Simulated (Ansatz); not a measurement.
**FH₂SeSi radical: a ladder of functionals and wavefunction methods**

An exercise on one series of results from a longer session: the logs are not shown, and one member is left open.

Computed with Ansatz 0.2.0, Gaussian basis. Level: functionals in def2-TZVPP, the program's frozen cores in correlated methods.

Levels to be run: LDA (SPW92), PBE-D4, revPBE-D4, BLYP-D4, r2SCAN-D4, B97M-V, PBE0-D4, B3LYP-D4, r2SCANh-D4, r2SCAN0-D4, HSE06-D4, BHLYP-D4, CAM-B3LYP-D4, LC-ωPBE, ωB97X-V, ωB97M-V, B2PLYP, PBE-QIDH; CCSD(T)/def2-SVP; CCSD(T)/def2-TZVPP; MP2/def2-QZVPP; extrapolation to the limit; RPA on PBE.

## The geometry

The geometry comes from an earlier relaxation with PBE0-D4 in a triple-zeta def2 set; it is a stationary point.

SMILES `F[SiH][SeH]`, 5 atoms, charge 0, spin multiplicity 2.

Atoms are counted from 1 here; the program's logs count them from 0.

Bond lengths: F1–Si2 1.603 Å, Si2–Se3 2.278 Å, Si2–H4 1.497 Å, Se3–H5 1.470 Å. Angles: F1–Si2–Se3 105.1°, F1–Si2–H4 106.6°, Se3–Si2–H4 111.9°, Si2–Se3–H5 90.4°.

The first run:

in.yaml

```yaml
crystal:
  periodic: [false, false, false]
  atoms:
    - {symbol: F, position_ang: [-0.580699, -1.422809, 1.312107]}
    - {symbol: Si, position_ang: [-0.677867, -0.218344, 0.258322]}
    - {symbol: Se, position_ang: [1.408826, 0.693260, 0.205472]}
    - {symbol: H, position_ang: [-1.053433, -0.828988, -1.056353]}
    - {symbol: H, position_ang: [0.953074, 1.703181, -0.760948]}
basis:
  gaussian: {orbitals: def2-TZVPP}
magnetization: {spin_polarized: true, initial_magnetization: 1}
hamiltonian: {xc: lda}
output: {orbitals: {seedname: orbitals}}
```

Among the steps run: LDA; PBE-D4 (GGA); revPBE-D4 (GGA); BLYP-D4 (GGA); r2SCAN-D4 (meta-GGA); B97M-V (meta-GGA); PBE0-D4 (hybrid); B3LYP-D4 (hybrid); r2SCANh-D4 (hybrid); r2SCAN0-D4 (hybrid); HSE06-D4 (hybrid); BHLYP-D4 (hybrid); CAM-B3LYP-D4 (range-separated); LC-ωPBE-D4 (range-separated; the results give it without D4); ωB97X-V (range-separated); ωB97M-V (range-separated); B2PLYP (double hybrid); PBE-QIDH (double hybrid).

One of the session's tables, all rows but one given; the rest of the session is left out.

It belongs to the step «Frontier levels by functional». 

```
  functional  HOMO (eV)  LUMO (eV)  gap (eV)
 LDA (SPW92)      -5.06      -4.00      1.06
      PBE-D4      -5.08      -3.60      1.48
   revPBE-D4          ?          ?         ?
     BLYP-D4      -4.89      -3.63      1.26
   r2SCAN-D4      -5.44      -3.18      2.26
      B97M-V      -5.19      -3.69      1.51
     PBE0-D4      -6.24      -2.74      3.50
    B3LYP-D4      -5.97      -3.14      2.83
  r2SCANh-D4      -5.86      -2.89      2.98
  r2SCAN0-D4      -6.50      -2.46      4.04
    HSE06-D4      -5.85      -3.12      2.73
    BHLYP-D4      -7.23      -2.00      5.24
CAM-B3LYP-D4      -7.46      -1.89      5.57
     LC-ωPBE      -8.85      -0.49      8.36
     ωB97X-V      -8.37      -1.01      7.36
     ωB97M-V      -8.02      -1.16      6.86
```

**Question.** Estimate the row for revPBE-D4.

**Answer.** HOMO (eV): -5.06; LUMO (eV): -3.47; gap (eV): 1.59.
